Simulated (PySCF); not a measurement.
# CH5FOSi: the cost of one run

The runs use PySCF 2.14.0, with density-fitted response routines of our own; the level of theory stands in each step. All values are computed, except where a source is named. Atoms are numbered from 0 throughout.

## 1. The starting structure

9 atoms, charge 0, multiplicity 1; geometry from: PBE0-D3(BJ)/def2-SVP.

Bonds of the start (Å): C0–O1 1.40, O1–Si2 1.64, Si2–F3 1.62, C0–H4 1.10, C0–H5 1.11, C0–H6 1.10, Si2–H7 1.48, Si2–H8 1.49.

## 2. Excited states and response: wB97X-D/def2-SVPD

What the job is given:

```
{"job": {"kind": "uv", "xc": "wB97X-D", "basis": "def2-SVPD", "ip": true}, "charge": 0, "multiplicity": 1}
C     -1.403256    -0.061069    -0.665947
O     -0.151863     0.572251    -0.690250
Si     1.226380     0.007352     0.003072
F      1.775034    -1.286586    -0.807357
H     -2.178911     0.677316    -0.917453
H     -1.638263    -0.479838     0.330029
H     -1.452791    -0.879370    -1.404082
H      2.233989     1.086617    -0.095603
H      0.964890    -0.449793     1.396318
```

With the program's defaults for keys left out, this is: TDDFT wB97X-D/def2-SVPD, vertical, gas phase, core orbitals frozen in the response.

On the command line:

```console
$ OMP_NUM_THREADS=1 python probes_run.py task.json out
```

The driver reads the jobs from task.json and runs them one after another.

**Question.** How long does this first job take on 1 thread of Arm Neoverse V2, shared host, and how much memory does it need?

About 51 s, with a peak of 0.6 GiB.
